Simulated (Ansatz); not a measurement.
# Ga2As2C: the cost of one run

Computed with Ansatz 0.2.0 (DFT PBE, scalar-relativistic, plane waves, PAW, unless a step's input says otherwise).

2 further runs of the same task are left out: 2 set aside as unsound or not needed. Runs told in other sessions of the task aren't counted.

**1. The starting structure**

The structure is cubic, space group F-43m (No. 216). The conventional cell has a = 5.746 Å, b = 5.746 Å, c = 5.746 Å, α = 90.00°, β = 90.00°, γ = 90.00°. Around Ga (site symmetry -43m) lie 4 As at 2.49 Å. As (site symmetry -43m) is surrounded by 4 Ga at 2.49 Å.

Coordinates:

```
CELL_PARAMETERS angstrom
0.00000 2.87295 2.87295
2.87295 0.00000 2.87295
2.87295 2.87295 0.00000
ATOMIC_POSITIONS crystal
Ga 0.00000 0.00000 0.00000
As 0.75000 0.75000 0.75000
```

This cell was relaxed beforehand with the same method: volume 23.71 Å³/atom, gap on the mesh 0.16 eV.

**3. The grid**

Atoms count from 1 in the order of the input.

C is moved along a line over the surface and along the normal, above a rigid substrate.

- position of C5 along the first surface vector, from above Ga4: 6 values from 0.00 to 3.39 Å, periodic
- height of C5 above the plane of Ga4: 8 values from 0.11 to 3.73 Å

Nothing else is relaxed. Points are written as (first, second).

(The set-up runs are not shown.)

**4. Point (2.03 Å, 0.11 Å)**

File input.yaml:

```yaml
crystal:
  lattice:
    - [4.062960926, 0.0, 0.0]
    - [0.0, 4.062960926, 0.0]
    - [0.0, 0.0, 21.3904986572]
  atoms:
    - { symbol: As, position: [0.0, 0.5, 0.1869989131] }
    - { symbol: Ga, position: [0.5, 0.5, 0.2541536641] }
    - { symbol: As, position: [0.5, 0.0, 0.3264810857] }
    - { symbol: Ga, position: [0.0, 0.0, 0.3922535324] }
    - { symbol: C, position: [0.5, 0.0, 0.3973960025], spin: 2.0 }
basis:
  ecutwfc: 420
kpoints:
  mp_grid: { grid: [7, 7, 1] }
hamiltonian:
  xc: pbe
  pseudopotentials: { kind: paw, azcp: { folder: soft_1 } }
scf:
  occupations: { method: gaussian, width: 0.05 }
output:
  forces: true
  eigenvalues: true
  populations: true
magnetization:
  spin_polarized: true
efield:
  axis: 3
  dipole_correction: true
  ramp_width: 0.04
```

On the command line:

```
$ ansatz run input.yaml --threads 2 --pin off --max-ram 6144MiB --backend cpu --events-out ev --progress --plain --runs-dir out
```

**Question.** How long does this run take on 2 threads of Arm Neoverse N1, shared host, and how much memory does it need?

About 88 s, with a peak of 0.71 GiB.
